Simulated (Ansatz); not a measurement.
Relaxation of a periodic cell of 17 atoms, LiSi$_{16}$ (host Si, host structure diamond, interstitial Li), to a largest force component of 0.03 eV/Å in at most 60 steps.

These are results of DFT PBE-D3(BJ), scalar-relativistic, plane waves, PAW (Ansatz 0.2.0), not measurements. Settings: PAW set soft_1, cutoff 420 eV, k mesh 2x2x2, gaussian smearing 0.05 eV, spin collinear.

```xyz
17
Lattice="0.0000 5.4300 5.4300 5.4300 0.0000 5.4300 5.4300 5.4300 0.0000" Properties=species:S:1:pos:R:3
Si 0.000 0.000 0.000
Si 1.357 1.357 1.357
Si 2.715 2.715 0.000
Si 4.072 4.072 1.357
Si 2.715 0.000 2.715
Si 4.072 1.357 4.072
Si 5.430 2.715 2.715
Si 6.787 4.072 4.072
Si 0.000 2.715 2.715
Si 1.357 4.072 4.072
Si 2.715 5.430 2.715
Si 4.072 6.787 4.072
Si 2.715 2.715 5.430
Si 4.072 4.072 6.787
Si 5.430 5.430 5.430
Si 6.787 6.787 6.787
Li 8.215 2.696 8.130
```

**Question.** Where does it end, and by what steps?

**Answer.** The run converged. Limits of this set-up: a small cell, in which the defect meets its images. After 3 steps the energy has fallen by 0.137 eV; Li17 moved furthest, 0.07 Å.

```csv
step,energy less start (eV),largest force component (eV/Å),accepted
0,0.0000,0.645,yes
1,-0.1239,0.184,yes
2,-0.1349,0.061,yes
3,-0.1369,0.014,yes
```

```xyz
17
Lattice="0.0000 5.4300 5.4300 5.4300 0.0000 5.4300 5.4300 5.4300 0.0000" Properties=species:S:1:pos:R:3
Si 0.005 -0.001 -0.001
Si 1.332 1.327 1.327
Si 2.719 2.714 -0.018
Si 4.106 4.101 1.327
Si 2.719 -0.018 2.714
Si 4.106 1.327 4.101
Si 5.451 2.714 2.714
Si 6.779 4.083 4.084
Si -0.013 2.714 2.714
Si 1.332 4.100 4.101
Si 2.719 5.446 2.714
Si 4.088 6.775 4.083
Si 2.719 2.714 5.446
Si 4.088 4.083 6.775
Si 5.434 5.429 5.429
Si 6.779 6.774 6.775
Li 8.150 2.714 8.144
```

Whether the end is a true minimum wasn't checked by a vibrational analysis.

Run time: 37 s on 2 threads of Arm Neoverse V1 (shared host), peak memory 0.68 GiB.
